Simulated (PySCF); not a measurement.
# C7H8N2: the cost of one run

Computed with PySCF 2.14.0 and routines of our own; the level stands in each step. Atoms count from 0.

### Step 1. The system as given

17 atoms, charge 0, multiplicity 1; geometry from: GFN2-xTB.

### Step 2. Magnetic properties: GIAO BHandHLYP/pcSseg-1

Job settings and geometry (Å):

```
{"job": {"kind": "mag", "xc": "BHandHLYP", "basis": "pcSseg-1", "isotopologues": 0}, "charge": 0, "multiplicity": 1}
C      2.697366    -0.045660    -0.077249
C      1.760824     0.883356     0.079895
C      0.341630     0.648354    -0.060828
N     -0.524810     1.541557     0.167701
C     -1.857002     1.053258    -0.028999
C     -1.752190    -0.400860    -0.555552
C     -0.241118    -0.701565    -0.500958
C      0.072178    -1.723858     0.461038
N      0.299381    -2.529339     1.240810
H      3.740612     0.184831     0.051105
H      2.465091    -1.069557    -0.320107
H      2.019595     1.900281     0.338727
H     -2.384125     1.111270     0.927370
H     -2.371263     1.717317    -0.727963
H     -2.124681    -0.475752    -1.576233
H     -2.318841    -1.090145     0.069256
H      0.170357    -0.991459    -1.472668
```

With the program's defaults for keys left out, this is: GIAO BHandHLYP/pcSseg-1 magnetisability, rotational g tensor and spin-rotation constants, non-relativistic, gas phase.

The run is started by

```bash
> OMP_NUM_THREADS=1 python excited_run.py task.json out
```

The driver reads the jobs from task.json and runs them one after another.

Q: Estimate the wall time and peak memory of this first job on 1 thread of Arm Neoverse N1, shared host.

About 61 s, with a peak of 0.86 GiB.
